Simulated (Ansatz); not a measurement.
# triplet InCl2F at 6 levels

We compute a comparison of 6 runs (UHF/def2-SVP, U-revPBE/def2-SVP, U-wB97M-V/def2-SVP, UB3LYP/def2-SVP, UHSE06/def2-SVP, UPBE/def2-SVP) of triplet InCl2F. 

The calculation is run with Ansatz 0.2.0.

38 further runs of the same task are left out: 7 that didn't finish, 31 set aside as unsound or not needed. Runs told in other sessions of the task aren't counted.

## (1) The system as given

InCl2F has 4 atoms, charge 0, and is taken as a triplet. SMILES of the parent species: `[F][In]([Cl])[Cl]`. Geometry: relaxed at PBE0-D4/def2-TZVP. That shape belongs to the parent species and isn't relaxed for this state.

Bond lengths: F1–In2 1.926 Å, In2–Cl3 2.285 Å, In2–Cl4 2.285 Å. Angles: F1–In2–Cl3 117.6°, F1–In2–Cl4 117.6°, Cl3–In2–Cl4 124.8°.

## (2) A single-point energy at UHF/def2-SVP (core potential) (run 1)

job.yaml

```yaml
crystal:
  periodic: [false, false, false]
  atoms:
    - symbol: F
      position_ang: [0.230900, 0.992100, 1.678900]
    - symbol: In
      position_ang: [0.019100, 0.009200, 0.035600]
    - symbol: Cl
      position_ang: [1.200200, -1.933300, -0.195800]
    - symbol: Cl
      position_ang: [-1.394700, 0.871700, -1.539000]
basis:
  gaussian:
    orbitals: def2-SVP
magnetization:
  spin_polarized: true
  initial_magnetization: 2
hamiltonian:
  xc: hf
accuracy: high
output:
  orbitals: {seedname: orbitals}
```

Started as:

```sh
ansatz run job.yaml --threads 1 --pin off --max-ram 3480MiB --events-out events.jsonl --progress --plain --runs-dir runs
```

The program printed:

```text
Warning: RAYON_NUM_THREADS=1 ignored (pool sized by the plan → 1); use --threads N
Functional definition: HF
  name "HF"
  exchange = exact_x
  correlation = 0
1561 factors; integrals over basis functions are off by at most 3.4e-9 eV
mean field evaluation 1: about -32846.3596 eV, gradient 2.4e1 eV
mean field evaluation 2: about -32846.3921 eV, gradient 2.4e1 eV
mean field evaluation 4: about -32848.9259 eV, gradient 1.9e0 eV
mean field evaluation 8: about -32849.0555 eV, gradient 5.2e-1 eV
mean field evaluation 16: about -32849.6557 eV, gradient 2.6e-3 eV
mean field evaluation 32: about -32849.6101 eV, gradient 1.1e-1 eV
mean field evaluation 64: about -32849.4544 eV, gradient 1.0e0 eV
mean field evaluation 96: about -32849.6076 eV, gradient 9.0e-1 eV
mean field evaluation 128: about -32847.9329 eV, gradient 3.4e0 eV
mean field evaluation 160: about -32849.6553 eV, gradient 2.8e-2 eV
mean field evaluation 192: about -32847.4668 eV, gradient 7.4e-1 eV
mean field evaluation 224: about -32848.5389 eV, gradient 2.5e-1 eV
mean field evaluation 256: about -32849.2001 eV, gradient 5.3e-4 eV
mean field evaluation 288: about -32849.0666 eV, gradient 2.9e-5 eV
mean field -32849.65574245 eV, -1207.2025822385 hartree, gradient 2.5e-8 eV, S^2 2.013931; 4 other end points of the search recorded, 0 dependent functions left out
reference -32849.65574245 eV, -1207.2025822385 hartree; 33, 31 occupied and 43, 45 virtual orbitals, 1561 factors
Total energy: -32849.65574245 eV, -1207.2025822385 hartree
```

It took 17 s on 1 thread of Arm Neoverse V2, shared host; peak memory 0.31 GiB.

## (3) The energy at U-revPBE/def2-SVP (core potential) (run 2)

job.yaml

```yaml
crystal:
  periodic: [false, false, false]
  atoms:
    - {symbol: F, position_ang: [0.230900, 0.992100, 1.678900]}
    - {symbol: In, position_ang: [0.019100, 0.009200, 0.035600]}
    - {symbol: Cl, position_ang: [1.200200, -1.933300, -0.195800]}
    - {symbol: Cl, position_ang: [-1.394700, 0.871700, -1.539000]}
basis:
  gaussian:
    orbitals: def2-SVP
total_charge: 0
magnetization:
  spin_polarized: true
  initial_magnetization: 2
hamiltonian:
  xc: {name: revPBE}
accuracy: high
output:
  orbitals: {seedname: orbitals}
```

Started as:

```sh
ansatz run job.yaml --threads 1 --pin off --max-ram 3480MiB --events-out events.jsonl --progress --plain --runs-dir runs
```

The program printed, cut to the lines that bear on the results:

```text
Warning: RAYON_NUM_THREADS=1 ignored (pool sized by the plan → 1); use --threads N
Functional definition: revPBE
  name "revPBE"
[...]
1561 factors; integrals over basis functions are off by at most 3.4e-9 eV
[...]
mean field -32920.39092280 eV, -1209.8020521704 hartree, gradient 1.9e-8 eV, S^2 2.001724; 10 other end points of the search recorded, 0 dependent functions left out
reference -32920.39092801 eV, -1209.8020523618 hartree; 33, 31 occupied and 43, 45 virtual orbitals, 1561 factors
Total energy: -32920.39092801 eV, -1209.8020523618 hartree
```

Run time: 41 s. Hardware: 1 thread of Arm Neoverse V2, shared host; peak memory 0.25 GiB.

Runs 3 to 5 aren't shown in full; the table further down has their settings and results.

## (4) The energy at UPBE/def2-SVP (core potential) (run 6)

job.yaml

```yaml
crystal:
  periodic: [false, false, false]
  atoms:
    - symbol: F
      position_ang: [0.230900, 0.992100, 1.678900]
    - symbol: In
      position_ang: [0.019100, 0.009200, 0.035600]
    - symbol: Cl
      position_ang: [1.200200, -1.933300, -0.195800]
    - symbol: Cl
      position_ang: [-1.394700, 0.871700, -1.539000]
basis:
  gaussian:
    orbitals: def2-SVP
total_charge: 0
output:
  orbitals: {seedname: orbitals}
accuracy: high
magnetization:
  spin_polarized: true
  initial_magnetization: 2
hamiltonian:
  xc: {name: PBE}
```

Started as:

```sh
ansatz run job.yaml --threads 1 --pin off --max-ram 3480MiB --events-out events.jsonl --progress --plain --runs-dir runs
```

The program printed, cut to the lines that bear on the results:

```text
Warning: RAYON_NUM_THREADS=1 ignored (pool sized by the plan → 1); use --threads N
Functional definition: PBE
  name "PBE"
[...]
1561 factors; integrals over basis functions are off by at most 3.4e-9 eV
[...]
mean field -32911.91028344 eV, -1209.4903944224 hartree, gradient 5.7e-8 eV, S^2 2.001505; 10 other end points of the search recorded, 0 dependent functions left out
reference -32911.91028762 eV, -1209.4903945761 hartree; 33, 31 occupied and 43, 45 virtual orbitals, 1561 factors
Total energy: -32911.91028762 eV, -1209.4903945761 hartree
```

Run time: 37 s. Hardware: 1 thread of Arm Neoverse V2, shared host; peak memory 0.25 GiB.

## (5) All runs side by side

| run | level | energy (Eh) | HOMO energy (eV) | ⟨S²⟩ | wall time |
| --- | --- | --- | --- | --- | --- |
| 1 | UHF/def2-SVP (core potential) | -1207.202582 | -6.38 | 2.014 | 17 s |
| 2 | U-revPBE/def2-SVP (core potential) | -1209.802052 | -3.65 | 2.002 | 41 s |
| 3 | U-wB97M-V/def2-SVP (core potential) | -1209.806465 | -6.46 | 2.008 | 3.6 min |
| 4 | UB3LYP/def2-SVP (core potential) | -1210.035755 | -4.44 | 2.004 | 52 s |
| 5 | UHSE06/def2-SVP (core potential) | -1209.523709 | -4.24 | 2.005 | 53 s |
| 6 | UPBE/def2-SVP (core potential) | -1209.490395 | -3.71 | 2.002 | 37 s |

## (6) What came out

| quantity | value |
| --- | --- |
| run 6: total energy | -1209.49039 Eh |
| run 6: HOMO energy (highest over α and β) | -3.71 eV |
| run 6: ⟨S²⟩ | 2.002 |

In words: Totals of different functionals can't be ranked against each other. All runs together took 6.9 min, the longest 3.6 min.
